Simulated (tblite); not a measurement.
# C4H13N2OPSi: the cost of one run

The runs use tblite 0.8.0 and PySCF 2.14.0, with density-fitted response routines of our own; the level of theory stands in each step. All values are computed, except where a source is named. Atoms count from 0, in the outputs and in this text.

### 1 The starting structure

22 atoms, charge 0, multiplicity 1; geometry from: force field or distance geometry start.

Bonds of the start (Å): N0–P1 1.63, P1–N2 1.69, N2–Si3 1.72, P1–C4 1.79, C4–C5 1.53, C5–O6 1.44, O6–C7 1.43, C7–C8 1.52, C8–P1 1.78, N0–H9 1.01, N0–H10 1.02, Si3–H11 1.49, Si3–H12 1.50, Si3–H13 1.49, C4–H14 1.08, C4–H15 1.10, C5–H16 1.09, C5–H17 1.09, C7–H18 1.10, C7–H19 1.10, C8–H20 1.09, C8–H21 1.09.

### 2 Optimising the geometry with GFN2-xTB

What the job is given:

```
{"job": {"kind": "relax", "xc": "GFN2-xTB", "basis": "xTB"}, "charge": 0, "multiplicity": 1}
N     -0.605100     1.972400    -0.815800
P      0.138000     0.741800    -0.052900
N      1.447400     1.479100     0.728900
Si     2.507000     0.496300     1.662100
C     -0.995300    -0.108200     1.040800
C     -2.031700    -0.878900     0.215200
O     -1.412700    -1.852600    -0.642700
C     -0.663100    -1.245400    -1.704800
C      0.586000    -0.541200    -1.201700
H      0.029600     2.457300    -1.431800
H     -0.873400     2.704300    -0.154300
H      3.141300    -0.545000     0.814400
H      1.756600    -0.161600     2.786600
H      3.578600     1.339100     2.255100
H     -0.444500    -0.812100     1.654200
H     -1.494600     0.603300     1.714800
H     -2.692500    -1.416300     0.899900
H     -2.647400    -0.209800    -0.384500
H     -1.322400    -0.563900    -2.258600
H     -0.371900    -2.052500    -2.385900
H      1.142600    -0.114000    -2.037900
H      1.217000    -1.272700    -0.702100
```

Run with:

```
> OMP_NUM_THREADS=1 python probes_run.py task.json out
```

This one command runs all jobs of the session in turn.

Q: Estimate the wall time and peak memory of this first job on 1 thread of Arm Neoverse N1, shared host.

About 1.2 s, with a peak of 0.18 GiB.
